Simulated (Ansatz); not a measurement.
# Alloy of AlN and SiC (9 of 48 Al sites, 9 of 48 N sites exchanged), 96 atoms, part 2 of 2

Ansatz 0.2.0, PAW. The steps go on from the part before.

## Step 3: r²SCAN on the final geometry

Input file in.yaml:

```yaml
crystal:
  lattice:
    - [9.327337, 0.000000, 0.000000]
    - [0.000000, 10.787733, 0.000000]
    - [0.000000, 0.000000, 9.999886]
  atoms:
    - { symbol: Al, position: [0.166234, 0.082290, 0.245766] }
    - { symbol: Al, position: [0.168162, 0.082916, 0.745694] }
    - { symbol: Al, position: [0.997317, 0.334453, 0.246755] }
    - { symbol: Al, position: [0.003669, 0.330414, 0.748105] }
    - { symbol: Al, position: [0.499219, 0.086688, 0.748213] }
    - { symbol: Al, position: [0.335822, 0.334727, 0.246113] }
    - { symbol: Al, position: [0.164779, 0.586690, 0.245741] }
    - { symbol: Al, position: [0.166200, 0.580033, 0.745357] }
    - { symbol: Al, position: [0.000735, 0.836472, 0.741172] }
    - { symbol: Al, position: [0.836541, 0.083090, 0.251894] }
    - { symbol: Al, position: [0.834384, 0.086510, 0.750367] }
    - { symbol: Al, position: [0.663774, 0.332500, 0.250096] }
    - { symbol: Al, position: [0.665733, 0.332586, 0.748395] }
    - { symbol: Al, position: [0.501312, 0.583493, 0.247984] }
    - { symbol: Al, position: [0.501481, 0.583532, 0.751177] }
    - { symbol: Al, position: [0.332061, 0.831108, 0.249896] }
    - { symbol: Al, position: [0.332762, 0.836930, 0.747283] }
    - { symbol: Al, position: [0.832314, 0.582531, 0.246174] }
    - { symbol: Al, position: [0.670851, 0.833997, 0.249078] }
    - { symbol: Al, position: [0.667867, 0.836471, 0.752728] }
    - { symbol: Al, position: [0.002133, 0.166292, 0.498244] }
    - { symbol: Al, position: [0.003394, 0.165945, 0.003919] }
    - { symbol: Al, position: [0.331806, 0.169711, 0.492568] }
    - { symbol: Al, position: [0.168166, 0.413580, 0.500938] }
    - { symbol: Al, position: [0.000961, 0.667047, 0.998728] }
    - { symbol: Al, position: [0.665996, 0.167834, 0.499725] }
    - { symbol: Al, position: [0.666044, 0.168044, 0.002466] }
    - { symbol: Al, position: [0.495479, 0.416324, 0.502134] }
    - { symbol: Al, position: [0.502246, 0.417447, 0.001668] }
    - { symbol: Al, position: [0.332917, 0.664293, 0.003646] }
    - { symbol: Al, position: [0.166403, 0.916600, 0.496137] }
    - { symbol: Al, position: [0.834608, 0.416055, 0.497053] }
    - { symbol: Al, position: [0.833372, 0.417960, 0.995098] }
    - { symbol: Al, position: [0.669448, 0.670537, 0.502177] }
    - { symbol: Al, position: [0.667754, 0.668787, 0.996117] }
    - { symbol: Al, position: [0.501936, 0.915704, 0.500717] }
    - { symbol: Al, position: [0.497538, 0.919493, 0.001400] }
    - { symbol: Al, position: [0.831179, 0.918339, 0.501826] }
    - { symbol: Al, position: [0.839039, 0.918812, 0.999614] }
    - { symbol: Si, position: [0.499865, 0.082159, 0.248638] }
    - { symbol: Si, position: [0.332560, 0.330032, 0.746939] }
    - { symbol: Si, position: [0.000650, 0.829806, 0.250428] }
    - { symbol: Si, position: [0.829652, 0.581354, 0.746689] }
    - { symbol: Si, position: [0.332857, 0.159963, 0.000521] }
    - { symbol: Si, position: [0.166084, 0.414915, 0.999059] }
    - { symbol: Si, position: [0.995698, 0.667951, 0.496921] }
    - { symbol: Si, position: [0.333085, 0.667635, 0.501879] }
    - { symbol: Si, position: [0.166495, 0.915429, 0.002258] }
    - { symbol: N, position: [0.998940, 0.167904, 0.192455] }
    - { symbol: N, position: [0.999830, 0.165722, 0.688237] }
    - { symbol: N, position: [0.171133, 0.418212, 0.176017] }
    - { symbol: N, position: [0.178405, 0.413703, 0.692374] }
    - { symbol: N, position: [0.996591, 0.662341, 0.682378] }
    - { symbol: N, position: [0.659477, 0.156965, 0.194797] }
    - { symbol: N, position: [0.667180, 0.165432, 0.689084] }
    - { symbol: N, position: [0.498317, 0.419140, 0.189232] }
    - { symbol: N, position: [0.486438, 0.414679, 0.696125] }
    - { symbol: N, position: [0.336282, 0.664929, 0.191352] }
    - { symbol: N, position: [0.330598, 0.667283, 0.680881] }
    - { symbol: N, position: [0.168759, 0.914830, 0.684917] }
    - { symbol: N, position: [0.662560, 0.670109, 0.188867] }
    - { symbol: N, position: [0.501673, 0.923133, 0.194094] }
    - { symbol: N, position: [0.499800, 0.918985, 0.690867] }
    - { symbol: N, position: [0.841087, 0.915167, 0.191385] }
    - { symbol: N, position: [0.833023, 0.920782, 0.693203] }
    - { symbol: N, position: [0.167827, 0.082251, 0.437227] }
    - { symbol: N, position: [0.005488, 0.334104, 0.438599] }
    - { symbol: N, position: [0.014321, 0.336435, 0.941336] }
    - { symbol: N, position: [0.499866, 0.080642, 0.428248] }
    - { symbol: N, position: [0.495120, 0.087822, 0.941405] }
    - { symbol: N, position: [0.331749, 0.338634, 0.433754] }
    - { symbol: N, position: [0.325119, 0.331118, 0.936017] }
    - { symbol: N, position: [0.168637, 0.588699, 0.449283] }
    - { symbol: N, position: [0.170070, 0.571165, 0.936758] }
    - { symbol: N, position: [0.010923, 0.835478, 0.932822] }
    - { symbol: N, position: [0.832191, 0.085267, 0.440727] }
    - { symbol: N, position: [0.833032, 0.086688, 0.942553] }
    - { symbol: N, position: [0.660473, 0.334768, 0.442463] }
    - { symbol: N, position: [0.662094, 0.331390, 0.938420] }
    - { symbol: N, position: [0.488236, 0.587704, 0.443810] }
    - { symbol: N, position: [0.496868, 0.583234, 0.941351] }
    - { symbol: N, position: [0.337127, 0.822158, 0.444422] }
    - { symbol: N, position: [0.326590, 0.831790, 0.940855] }
    - { symbol: N, position: [0.841334, 0.586641, 0.441835] }
    - { symbol: N, position: [0.837083, 0.587767, 0.926779] }
    - { symbol: N, position: [0.664827, 0.835313, 0.437830] }
    - { symbol: N, position: [0.666472, 0.839347, 0.945491] }
    - { symbol: C, position: [0.344818, 0.164915, 0.183836] }
    - { symbol: C, position: [0.334766, 0.175984, 0.686458] }
    - { symbol: C, position: [0.997928, 0.672848, 0.188764] }
    - { symbol: C, position: [0.159750, 0.910494, 0.185786] }
    - { symbol: C, position: [0.828971, 0.414805, 0.186952] }
    - { symbol: C, position: [0.836882, 0.421723, 0.693686] }
    - { symbol: C, position: [0.672566, 0.666466, 0.694751] }
    - { symbol: C, position: [0.174342, 0.076539, 0.942519] }
    - { symbol: C, position: [0.997826, 0.826090, 0.438343] }
  symmetry: { detect: false }
kpoints:
  mp_grid: { grid: [1, 1, 1], shift: [0.25, 0.25, 0.25] }
hamiltonian:
  xc: r2scan
scf:
  occupations: { method: fermi_dirac, width: 0.01 }
output:
  forces: true
  eigenvalues: true
  populations: true
  eigenstates: { kpoints: [[0.25, 0.25, 0.25]], e_range: [-6.0, 6.0], localisation: true }
  write_density: true
  write_potential: true
  elf: true
  volumetric_format: npy
```

Started as:

```sh
$ ansatz run in.yaml --threads 4 --pin off --max-ram 61750MiB --runs-dir r --events-out ev --progress --plain --backend cuda --devices 0, --max-vram 37GiB
```

Log:

```text
Pseudopotentials: kind: paw
Functional definition: r2SCAN
  parameter k0 = 0.174
  parameter k1 = 0.065
  parameter a1 = 4.9479
  exchange = r2scan_x(k0 = k0, k1 = k1, a1 = a1)
  correlation = r2scan_c
Crystal: 96 atoms, lattice volume = 1006.197 Å³
Basis set: ecut = 500 eV, 25537 PW (Γ), exchange–correlation on 288×320×300 points (64 copies of the dense FFT grid, shifted against one another)
Bands: 288, of which v1, the nominal top of the filled ones, is band 192 counted from 1 (191 counted from 0)
Symmetry: 1 space group operations
k-points: 1
Non-local potential: Al, projectors of the file, l = 0: 2, l = 1: 2, l = 2: 1
Non-local potential: Si, projectors of the file, l = 0: 2, l = 1: 2, l = 2: 2
Non-local potential: N, projectors of the file, l = 0: 2, l = 1: 2, l = 2: 1
Non-local potential: C, projectors of the file, l = 0: 2, l = 1: 2, l = 2: 1
PAW form: soft (Blöchl's): semilocal exchange-correlation on the pseudo side does not see the compensation charge
PAW frozen core: Al, regenerated for the run's functional (the file was generated under x = pbe(κ = 0.804, μ = 0.2195149727645171), c = pbe(β = 0.06672455060314922))
PAW frozen core: Si, regenerated for the run's functional (the file was generated under x = pbe(κ = 0.804, μ = 0.2195149727645171), c = pbe(β = 0.06672455060314922))
PAW frozen core: N, regenerated for the run's functional (the file was generated under x = pbe(κ = 0.804, μ = 0.2195149727645171), c = pbe(β = 0.06672455060314922))
PAW frozen core: C, regenerated for the run's functional (the file was generated under x = pbe(κ = 0.804, μ = 0.2195149727645171), c = pbe(β = 0.06672455060314922))
PAW one-centre angular grid: Al, 302 points (default); XC on 160 Gauss nodes
PAW one-centre angular grid: Si, 302 points (default); XC on 160 Gauss nodes
PAW one-centre angular grid: N, 302 points (default); XC on 160 Gauss nodes
PAW one-centre angular grid: C, 302 points (default); XC on 239 of its mesh's 2573 points in the sphere
Initial density: superposition of atomic densities (neutral atoms: chi_scale 0, normalization atom), corrected by the library's trained network
Initial wavefunctions: pseudopotential atomic-orbital guess
Functional: x = r2scan, c = r2scan; τ floored in thin density (d = 2e-4 eV/Å³)
SCF iter   1: F=—  HF=-44220.824839 eV  |F-HF|=—  |Δ(HF+E_count)|=         —  Δρ=7.13e-3  dr2=6.73e-1  dr2_τ=7.91e0  ethr=1.77e-3  ⟨swp⟩=6.0  Hψ=1302  notcnv=0  defer=45
preconditioner: auto → Resta (q_TF=auto, 2.324 Å⁻¹)  ε∞=3.7  [insulator: Δε(μ)=4.195 eV  Ē_g=13.886 eV  σ=0.010 eV  W_gap=1.00  n_scr=218 (ndim 8)  ℏωp=22.9 eV  f_vac=0.000  D(μ)=0.00/eV (n_scr^D=0)  ε∞_Penn≈3.7]
SCF iter   2: F=—  HF=-44223.905328 eV  |F-HF|=—  |Δ(HF+E_count)|=    3.08e0  Δρ=5.13e-3  dr2=2.31e-1  dr2_τ=5.59e-3  ethr=1.75e-4  ⟨swp⟩=3.0  Hψ=542  notcnv=0  defer=87
SCF iter   3: F=—  HF=-44223.871422 eV  |F-HF|=—  |Δ(HF+E_count)|=   3.39e-2  Δρ=1.29e-3  dr2=1.53e-2  dr2_τ=2.59e-3  ethr=6.03e-5  ⟨swp⟩=3.0  Hψ=402  notcnv=0  defer=87
SCF iter   4: F=—  HF=-44223.869125 eV  |F-HF|=—  |Δ(HF+E_count)|=   2.30e-3  Δρ=4.67e-4  dr2=2.07e-3  dr2_τ=5.42e-4  ethr=3.99e-6  ⟨swp⟩=2.0  Hψ=402  notcnv=0  defer=87
SCF iter   5: F=—  HF=-44223.869903 eV  |F-HF|=—  |Δ(HF+E_count)|=   7.78e-4  Δρ=1.42e-4  dr2=2.18e-4  dr2_τ=7.62e-6  ethr=5.40e-7  ⟨swp⟩=2.0  Hψ=393  notcnv=0  defer=87
SCF iter   6: F=—  HF=-44223.869909 eV  |F-HF|=—  |Δ(HF+E_count)|=   6.55e-6  Δρ=4.66e-5  dr2=2.13e-5  dr2_τ=1.91e-6  ethr=5.67e-8  ⟨swp⟩=2.0  Hψ=346  notcnv=0  defer=87
SCF iter   7: F=—  HF=-44223.869749 eV  |F-HF|=—  |Δ(HF+E_count)|=   1.60e-4  Δρ=1.14e-5  dr2=1.36e-6  dr2_τ=2.27e-7  ethr=5.55e-9  ⟨swp⟩=2.0  Hψ=480  notcnv=0  defer=87
SCF iter   8: F=-44223.869749 eV  HF=-44223.869749 eV  |F-HF|=1.34e-8  |Δ(HF+E_count)|=   1.64e-8  Δρ=2.45e-6  dr2=4.97e-8  dr2_τ=6.16e-9  ethr=2.60e-11  ⟨swp⟩=19.0  Hψ=2581  notcnv=0
SCF 1 converged in 8 iterations: F = -44223.869749 eV  dr2 = 4.97e-8
NSCF: frozen V_eff on 1 k-points
SCF converged after 8 iterations
Free energy (F): -44223.869749 eV
Harris-Foulkes:  -44223.869749 eV  (|F-HF|=1.34e-8)
Internal energy: -44223.869749 eV  (E = F + TS)
E sigma→0 (E₀):  -44223.869749 eV
Fermi energy:    10.411734 eV
--- Per-component energies (eV) ---
  E_band       = 635.224270
  E_kinetic    = 7480.580068
  E_local      = -9941.152897  (includes V_loc(G=0)·N_el)
  E_nonlocal   = 2563.933270
  E_hartree    = 3470.140959
  E_xc         = -4763.676945
  E_vxc        = -5710.506996  (∫ρ·V_xc dr)
  E_paw        = -29076.413838  (= ΣΔE_a)
  E_vpaw       = -997.548681  (= ΣTr[D̂ρ^β])
  E_aug_tail   = 0.000791  (compensation charges beyond the density's cutoff)
  E_vtau       = 299.638536  (kinetic-family band-sum trace: ∫τ·v_τ [+ j·A + Jᵃ·Aᵃ] dr)
  E_ewald      = -13952.873065
  E_core_change = -4.408093  (= ΣΔE_core)
  E_smearing   = -0.000000  (= −TS)
  E_closure    = 0.000000  (closes the sum)
  Σ components = -44223.869749   (vs F -44223.869749, Δ=0.00e0)
--- Forces (eV/Å), atoms counted from 1 ---
  atom   1  Al    -0.03436746    -0.01053697     0.03123678
  atom   2  Al     0.00319089     0.00822253     0.00116576
  atom   3  Al    -0.07696920    -0.02556792     0.00143054
  atom   4  Al    -0.03843881     0.00681437     0.01126086
  atom   5  Al    -0.00090208     0.01750531    -0.00998198
  atom   6  Al     0.03527159     0.01096221     0.00885359
  atom   7  Al    -0.00470894     0.04798290    -0.05937108
  atom   8  Al     0.02109196    -0.02843271     0.01122187
  atom   9  Al     0.01693836     0.05136601     0.03155464
  atom  10  Al     0.02402468    -0.00903139     0.02442979
  atom  11  Al    -0.00068132    -0.01022982    -0.01122717
  atom  12  Al     0.04611804     0.07116852     0.00504592
  atom  13  Al     0.03716669    -0.01253857     0.05023608
  atom  14  Al    -0.02472764     0.01900123    -0.03180759
  atom  15  Al     0.02613784    -0.00081763     0.03043976
  atom  16  Al    -0.02287937    -0.02159187    -0.01456778
  atom  17  Al    -0.03011247     0.03207882    -0.01370974
  atom  18  Al     0.03358438    -0.02052464    -0.01769500
  atom  19  Al     0.00646065    -0.02394923     0.02985668
  atom  20  Al     0.01717285    -0.01111899     0.00949838
  atom  21  Al    -0.00508556    -0.00495175     0.00563266
  atom  22  Al    -0.00522245    -0.01418837     0.02794103
  atom  23  Al    -0.03811690    -0.00803999     0.03007856
  atom  24  Al     0.00403632    -0.04180163    -0.03395891
  atom  25  Al    -0.03524917     0.01743261     0.02748300
  atom  26  Al     0.04035661     0.00960296     0.00042493
  atom  27  Al    -0.00462051     0.00343674    -0.03399628
  atom  28  Al    -0.01244873    -0.02610891    -0.03380380
  atom  29  Al     0.04831578     0.02078282     0.01310581
  atom  30  Al     0.04620196    -0.00769305     0.00686366
  atom  31  Al    -0.02750445     0.01189118     0.04940602
  atom  32  Al     0.01859606     0.01751189     0.03234804
  atom  33  Al    -0.01573814    -0.00709978     0.07457918
  atom  34  Al     0.02261864     0.02489171     0.03992808
  atom  35  Al    -0.01962422     0.02498356     0.01255087
  atom  36  Al     0.02918590    -0.02357594    -0.00649105
  atom  37  Al     0.03988721    -0.00416672    -0.00551926
  atom  38  Al     0.00081733     0.00078522    -0.00660977
  atom  39  Al    -0.03637667     0.01555083     0.01034014
  atom  40  Si     0.01835188     0.01490942     0.02066463
  atom  41  Si     0.01195070    -0.05285117    -0.07732874
  atom  42  Si     0.02419842    -0.07257565    -0.03038288
  atom  43  Si    -0.08518254    -0.05153086     0.03138429
  atom  44  Si     0.00938586    -0.10292843     0.05357107
  atom  45  Si    -0.07123600    -0.01200699     0.02441624
  atom  46  Si    -0.06676547     0.04362470    -0.00079888
  atom  47  Si     0.03195889     0.03346250     0.03272935
  atom  48  Si    -0.01872696     0.02321157     0.02424383
  atom  49  N     -0.00399494    -0.00697731    -0.02805878
  atom  50  N     -0.00267040     0.00780891    -0.00120693
  atom  51  N      0.02047439    -0.01204539    -0.04912366
  atom  52  N      0.01159551     0.01175370    -0.02270401
  atom  53  N      0.05216492     0.00226108    -0.01282585
  atom  54  N     -0.02670942    -0.01329881    -0.02249581
  atom  55  N     -0.01288916     0.00318209    -0.01232145
  atom  56  N     -0.03195945    -0.00468315    -0.01801330
  atom  57  N     -0.02903134    -0.00563898    -0.02366888
  atom  58  N      0.00492987    -0.00201518    -0.02605910
  atom  59  N     -0.01407091    -0.01383426    -0.04039878
  atom  60  N     -0.00204661    -0.01930948    -0.00953817
  atom  61  N     -0.02492860     0.00605449     0.01247033
  atom  62  N      0.01038983     0.01948908    -0.03016767
  atom  63  N     -0.01785030    -0.01032871    -0.01791026
  atom  64  N     -0.05198100     0.01821028    -0.01776030
  atom  65  N      0.01499702    -0.00330404    -0.01303622
  atom  66  N      0.00694764     0.01403929     0.00182732
  atom  67  N      0.03235892     0.00824634     0.01405808
  atom  68  N      0.07029926     0.02870056     0.00894999
  atom  69  N      0.00550892     0.00370175    -0.02383072
  atom  70  N     -0.00733813    -0.00999019     0.00468226
  atom  71  N     -0.00221907     0.01560287     0.01173391
  atom  72  N     -0.00602651     0.06244929     0.00506399
  atom  73  N      0.03123752    -0.00806298    -0.01778767
  atom  74  N      0.00103535    -0.01093483     0.00146683
  atom  75  N     -0.01811859     0.00120520    -0.00103279
  atom  76  N     -0.00957255     0.00374205    -0.01655671
  atom  77  N     -0.00533605     0.00163088    -0.00045573
  atom  78  N     -0.02455390    -0.01835152    -0.00416658
  atom  79  N     -0.03097801    -0.00132985     0.00746381
  atom  80  N     -0.03782932     0.00583591     0.00495240
  atom  81  N     -0.01047714    -0.00640272    -0.01319396
  atom  82  N      0.00096890    -0.03840553    -0.00060963
  atom  83  N      0.02569073    -0.00374276    -0.00492154
  atom  84  N      0.03437358     0.02879923     0.00365112
  atom  85  N      0.00577914    -0.00041221     0.01227557
  atom  86  N     -0.02115856     0.00751727     0.01281277
  atom  87  N     -0.00762798    -0.00960887    -0.02288075
  atom  88  C      0.01141807     0.00038919    -0.00641251
  atom  89  C      0.00997491     0.04411508     0.01198762
  atom  90  C      0.03529333    -0.01348489    -0.03249394
  atom  91  C      0.03096405     0.00320805    -0.00662454
  atom  92  C      0.01549980    -0.00162944    -0.00218066
  atom  93  C     -0.00243241     0.02193884    -0.00917604
  atom  94  C      0.00362481    -0.01875530    -0.02846371
  atom  95  C      0.01285278     0.01512551     0.00547036
  atom  96  C      0.01606914    -0.02573435     0.04076102
  max |Σ_I F_I| component: 2.23e-4 eV/Å
--- Band table (eV) ---
  k-point 0: bands = [... 180 lower levels ..., "7.2617", "7.3451", "7.3802", "7.4258", "7.5136", "7.5993", "7.7372", "7.7552", "7.8613", "7.9105", "8.0325", "8.3985", "12.4249", "12.5314", "12.6008", "12.7678", "12.7835", "12.8756", "12.9219", "13.0232", "13.0795", "13.2262", "13.3297", "13.3704", ... 84 higher levels ...]
--- Löwdin populations: 96 sites ---
  site symbol       q [e]
     0     Al      1.9472
     1     Al      1.9535
     2     Al      1.9140
     3     Al      1.9124
     4     Al      1.9094
     5     Al      1.9065
     6     Al      1.9106
     7     Al      1.8545
     8     Al      1.8533
     9     Al      1.8478
    10     Al      1.8508
    11     Al      1.9175
    12     Al      1.9066
    13     Al      1.8541
    14     Al      1.9113
    15     Al      1.9036
    16     Al      1.8532
    17     Al      1.9732
    18     Al      1.8512
    19     Al      1.9109
    20     Al      1.8470
    21     Al      1.9007
    22     Al      1.9051
    23     Al      1.8599
    24     Al      1.9239
    25     Al      1.8526
    26     Al      1.8519
    27     Al      1.8523
    28     Al      1.8535
    29     Al      1.8569
    30     Al      1.8981
    31     Al      1.9022
    32     Al      1.9089
    33     Al      1.9040
    34     Al      1.8448
    35     Al      1.8508
    36     Al      1.8529
    37     Al      1.9001
    38     Al      1.8517
    39     Si      2.6299
    40     Si      2.6467
    41     Si      2.7623
    42     Si      2.7101
    43     Si      2.7187
    44     Si      2.5628
    45     Si      2.6426
    46     Si      2.5604
    47     Si      2.7151
    48      N      6.0887
    49      N      6.0822
    50      N      6.0149
    51      N      6.0386
    52      N      5.9735
    53      N      6.0209
    54      N      6.0820
    55      N      6.0920
    56      N      6.0213
    57      N      6.0914
    58      N      6.0233
    59      N      6.0914
    60      N      6.0748
    61      N      6.0212
    62      N      6.0754
    63      N      6.0274
    64      N      6.0835
    65      N      6.0759
    66      N      6.0727
    67      N      6.0137
    68      N      6.0184
    69      N      6.0215
    70      N      6.0904
    71      N      5.9133
    72      N      5.9531
    73      N      6.0140
    74      N      6.0097
    75      N      6.0784
    76      N      6.0713
    77      N      6.0705
    78      N      6.0788
    79      N      6.0037
    80      N      6.0798
    81      N      6.0171
    82      N      6.0123
    83      N      6.0102
    84      N      6.0243
    85      N      6.0859
    86      N      6.0710
    87      C      5.2014
    88      C      5.2608
    89      C      5.2714
    90      C      5.2017
    91      C      5.3155
    92      C      5.2504
    93      C      5.2685
    94      C      5.1801
    95      C      5.1983
  spilling = 0.009521 (of n_electrons = 384.000000)
```

Run time: 8.3 s. Hardware: 1 × NVIDIA H100 80GB HBM3 with 4 threads of AMD EPYC 7R13, shared host; peak host memory 2.5 GiB.

Spacing of the frontier levels at the single k point (¼, ¼, ¼): 4.03 eV (8.399 to 12.425 eV).

Frontier states and how far they spread:

```tsv
level (eV)	spin	filling	atoms sharing it	main element	its share	largest atom
-0.37	both	2.00	10.9	C	0.59	C95 (0.23)
0.00	both	2.00	8.9	C	0.64	C90 (0.21)
4.03	both	0.00	67.8	N	0.38	–
4.13	both	0.00	72.5	N	0.40	–
4.20	both	0.00	68.5	Al	0.38	–
4.37	both	0.00	72.2	Al	0.38	–
4.39	both	0.00	75.3	Al	0.40	–
4.48	both	0.00	75.8	Al	0.42	–
```

On these atoms r²SCAN leaves forces up to 0.12 eV/Å (on Si44), as they were relaxed at another level of theory (and may have been on other k points).

## Step 4: Results

This closing draws on all 2 parts. Changes of volume or cell count from the first structure of part 1.

```
             level         time  top filled to lowest empty (eV)
PBEsol, relaxation   13 s (GPU)                             3.44
            r²SCAN  8.3 s (GPU)                             4.03
```

```
     quantity                                                                        value
   relaxation                                             6 recorded steps, 5.89 eV gained
largest shift                                                                 0.17 Å (N85)
 relaxed cell  a = 9.327 Å, b = 10.788 Å, c = 10.000 Å, α = 90.00°, β = 90.00°, γ = 90.00°
   mean bonds                             Al–C 1.931, Al–N 1.912, C–Si 1.822, N–Si 1.819 Å
```

Relaxation gains 5.89 eV, with shifts up to 0.17 Å (N85), while the volume changes by +0.4 %. The mean lengths of the listed bonds run from N–Si 1.82 Å to Al–C 1.93 Å. With one k point the spacing samples only the states that fold onto it, so it can exceed the gap over the zone.
